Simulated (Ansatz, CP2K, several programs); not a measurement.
**Ga4AsN3 from cheap methods to r2SCAN**

Aim: run Ga4AsN3 through methods of unlike cost and see what each gets, and at what price.

Program: CP2K, Ansatz (versions at each run). Level of theory: no spin polarisation, static lattice; gaps from single points on the cell relaxed beforehand with r²SCAN. These are calculated values, not measurements.

### 1 The starting structure

It takes space group R3m (No. 160, trigonal). The conventional cell has a = 3.349 Å, b = 3.349 Å, c = 34.037 Å, α = 90.00°, β = 90.00°, γ = 120.00°. Around N (site symmetry 3m) lie 4 Ga at 1.93 to 2.02 Å. N (site symmetry 3m) is surrounded by 4 Ga at 1.95 to 2.02 Å. N (site symmetry 3m) has 4 Ga at 1.97 to 2.01 Å in its first shell of neighbours. As (site symmetry 3m) has 4 Ga at 2.31 to 2.48 Å in its first shell of neighbours. Around Ga (site symmetry 3m) lie 4 N at 1.95 to 2.02 Å. Ga (site symmetry 3m) has 4 N at 1.97 to 2.02 Å in its first shell of neighbours. Around Ga (site symmetry 3m) lie 3 N at 2.01 Å and 1 As at 2.48 Å. Ga (site symmetry 3m) is surrounded by 1 N at 1.93 Å and 3 As at 2.31 Å.

As a file:

```cif
data_structure
_symmetry_space_group_name_H-M 'P 1'
_symmetry_Int_Tables_number 1
_cell_length_a 11.5094
_cell_length_b 11.5094
_cell_length_c 11.5094
_cell_angle_alpha 16.733
_cell_angle_beta 16.733
_cell_angle_gamma 16.733
_cell_volume 110.22
loop_
_atom_site_label
_atom_site_type_symbol
_atom_site_fract_x
_atom_site_fract_y
_atom_site_fract_z
_atom_site_occupancy
N1 N 0.00826 0.00826 0.00826 1
N2 N 0.74980 0.74980 0.74980 1
N3 N 0.49161 0.49161 0.49161 1
As1 As 0.24765 0.24765 0.24765 1
Ga1 Ga 0.69247 0.69247 0.69247 1
Ga2 Ga 0.43373 0.43373 0.43373 1
Ga3 Ga 0.17491 0.17491 0.17491 1
Ga4 Ga 0.95156 0.95156 0.95156 1
```

The structure type (ordered alloy on zincblende lattice) is imposed and need not be the compound's stable one.

**Question.** The methods are PBE/DZVP, PBE/SZV, coarse PBE, PBE, r2SCAN. What gap does r2SCAN give on this cell, and which other methods (full PBE left aside) come nearest to r2SCAN and farthest in gap?

```
                                      quantity                                              value
                                        r2SCAN                  no gap, 13.78 Å³/atom, B₀ 142 GPa
gap: nearest and farthest of the other methods  PBE/DZVP, PBE/SZV, coarse PBE (about 0.00 eV off)
```

For the gap (full PBE left aside), PBE/DZVP, PBE/SZV, coarse PBE tie for nearest to r2SCAN. A minimal basis or a coarse cutoff and mesh shifts results by its own error, so closeness to r2SCAN can be chance. No volume is given for PBE/DZVP, coarse PBE, which can hide a larger miss. Overlaps count as a gap of zero in the misses; they are PBE/DZVP -0.54, PBE/SZV -0.28, coarse PBE -0.56, PBE -0.57, r2SCAN -0.52 eV. CPU times run from 5.6 s (coarse PBE) to 8.8 min (PBE/DZVP). On this cell PBE/DZVP, PBE/SZV cost more than r2SCAN itself (1.9 min), so they are no saving here. r2SCAN is a yardstick, not the truth.
